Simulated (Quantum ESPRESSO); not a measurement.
Input of a Quantum ESPRESSO 7.5 run:

The input pw.in:

```
&CONTROL
  calculation = 'scf'
  prefix = 'pwscf'
  outdir = './tmp'
  pseudo_dir = './pseudo'
  tprnfor = .true.
  tstress = .true.
  disk_io = 'nowf'
/
&SYSTEM
  ibrav = 0
  nat = 5
  ntyp = 3
  ecutwfc = 70
  ecutrho = 560
  nbnd = 49
  occupations = 'smearing'
  smearing = 'fd'
  degauss = 0.00367493
/
&ELECTRONS
  conv_thr = 1d-09
  electron_maxstep = 120
  mixing_beta = 0.5
/
ATOMIC_SPECIES
Zn    65.3800 Zn_pbe_v1.uspp.F.UPF
Ga    69.7230 Ga.pbe-dn-kjpaw_psl.1.0.0.UPF
Bi   208.9804 Bi_pbe_v1.uspp.F.UPF
CELL_PARAMETERS angstrom
   4.7113867100    0.0000000000    0.0000000000
   0.0000000000    4.7113867100    0.0000000000
   0.0000000000    0.0000000000    4.7113867100
ATOMIC_POSITIONS crystal
Zn     0.5000000000    0.5000000000    0.5000000000
Ga     0.5000000000    0.5000000000    0.0000000000
Ga     0.0000000000    0.5000000000    0.5000000000
Ga     0.5000000000    0.0000000000    0.5000000000
Bi     0.0000000000    0.0000000000    0.0000000000
K_POINTS automatic
6 6 6 0 0 0
```

Potentials or basis: SSSP 1.3 efficiency PBE.

The run is started by

```console
$ OMP_NUM_THREADS=1 pw.x -in pw.in > pw.out
```

Question: Predict the band gap on the k mesh.

Answer: None (metal or under the smearing width).

Question: What does it give for the pressure?

Answer: 7.8 GPa.

Caveat: spin-orbit coupling is left out, which moves the levels of the heavy elements.
